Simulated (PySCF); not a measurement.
# The bond of CsS−, level by level

One table from this session's results is given with a row withheld; the runs are named, their logs left out.

Method: Cs def2-SVPD with ECP46, S def2-SVPD, scalar-relativistic core potentials; program: PySCF 2.14.0.

2 further runs of the same task are left out: 2 set aside as unsound or not needed.

Set-up of the first run:

The job is set up so:

```json
{
  "atoms": "Cs, S",
  "charge": "-1",
  "basis": "Cs def2-SVPD with ECP46, S def2-SVPD",
  "Hamiltonian": "scalar-relativistic core potentials",
  "basis functions": "54",
  "electrons treated": "26",
  "masses in u": "132.9054, 31.9721",
  "levels": "PBE0, PBE, r²SCAN, M06, r²SCANh, LDA, ωB97X, HF, MP2, SCS-MP2, CCSD, CCSD(T)",
  "grid": "80 radial by 434 angular points",
  "occupations": "held fixed by the projection of orbital angular momentum",
  "dissociation limit": "Cs + S−, each in its ground configuration",
  "starting distance in angstrom": "3.290",
  "values of 2S to try": "0, 2"
}
```

Run with:

```
> OMP_NUM_THREADS=1 python dia.py task.json out
```

Steps of the session up to this table: The job; First curve: PBE0; Excited determinants; PBE; r²SCAN; M06; r²SCANh (hybrid meta-GGA); LDA (local density); ωB97X (range-separated hybrid); RHF (mean field); MP2 and coupled cluster.

One of the session's tables, all rows but one given; the rest of the session is left out.

It belongs to the step «Constants by level of theory». 

```
      level  Re (Å)  ωe (cm⁻¹)  De (eV)
        RHF   3.021      227.9   -0.297
    RHF-MP2   3.069      185.7     1.20
RHF-SCS-MP2   3.077      183.0     1.08
   RHF-CCSD   3.054      201.4     0.88
        LDA   2.929      228.3     1.91
        PBE   2.988      209.5     1.53
     r²SCAN   2.984      216.4     1.40
    r²SCANh   2.975      220.6     1.28
       PBE0   2.960      223.7     1.23
        M06   2.951      223.7     1.47
      ωB97X       ?          ?        ?
```

Estimate the missing values for ωB97X.

**Answer.** Re (Å): 2.975; ωe (cm⁻¹): 233.7; De (eV): 1.16.

De is counted to Cs + S− in their ground configurations.
